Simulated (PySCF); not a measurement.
# H4HgO2 (Hg(H2O)22+): the cost of one run

Computed with PySCF 2.14.0. Level: B3LYP, Hg def2-SVP with ECP60, O def2-SVP, H def2-SVP; scalar-relativistic core potentials, no spin–orbit coupling.

2 further runs of the same task are left out: 2 for a known fault of the program.

## Step 1: The system as given

7 atoms, charge 2, spin multiplicity 1.

Bond lengths: Hg1–O2 2.060 Å, Hg1–O5 2.060 Å, O2–H3 0.970 Å, O2–H4 0.970 Å, O5–H6 0.970 Å, O5–H7 0.970 Å. Angles: O2–Hg1–O5 180.0°, Hg1–O2–H3 127.5°, Hg1–O2–H4 127.5°, H3–O2–H4 105.1°, Hg1–O5–H6 127.5°, Hg1–O5–H7 127.5°, H6–O5–H7 105.1°.

As a file:

```
atom    x (Å)    y (Å)    z (Å)
 Hg1   0.0000   0.0000   0.0000
  O2   0.0000   0.0000   2.0600
  H3   0.5445   0.5445   2.6500
  H4  -0.5445  -0.5445   2.6500
  O5   0.0000   0.0000  -2.0600
  H6   0.5445  -0.5445  -2.6500
  H7  -0.5445   0.5445  -2.6500
```

Formal oxidation states: Hg +2.

## Step 2: SCF at the start, singlet

Input file run.py (the lines that set the calculation):

```python
mol = gto.M(atom='''
Hg     0.00000     0.00000     0.00000
O      0.00000     0.00000     2.06000
H      0.54450     0.54450     2.65000
H     -0.54450    -0.54450     2.65000
O      0.00000     0.00000    -2.06000
H      0.54450    -0.54450    -2.65000
H     -0.54450     0.54450    -2.65000''',
    basis={'Hg': 'def2-SVP', 'O': 'def2-SVP', 'H': 'def2-SVP'},
    ecp={'Hg': 'def2-SVP'},
    charge=2, spin=0)
mf = dft.RKS(mol, xc='B3LYP')
mf.grids.atom_grid = (50, 194)
mf = mf.density_fit()  # fitting sets: Hg def2-universal-JKFIT, O def2-universal-JKFIT, H def2-universal-JKFIT
mf.conv_tol = 1e-08; mf.max_cycle = 55
mf.kernel(dm0)  # dm0: free metal ions and neutral atoms
```

Run with:

```sh
$ OMP_NUM_THREADS=2 python run.py
```

Q: Estimate wall time and peak memory on 2 threads of Arm Neoverse V1, shared host.

About 2 s, with a peak of 0.42 GiB.
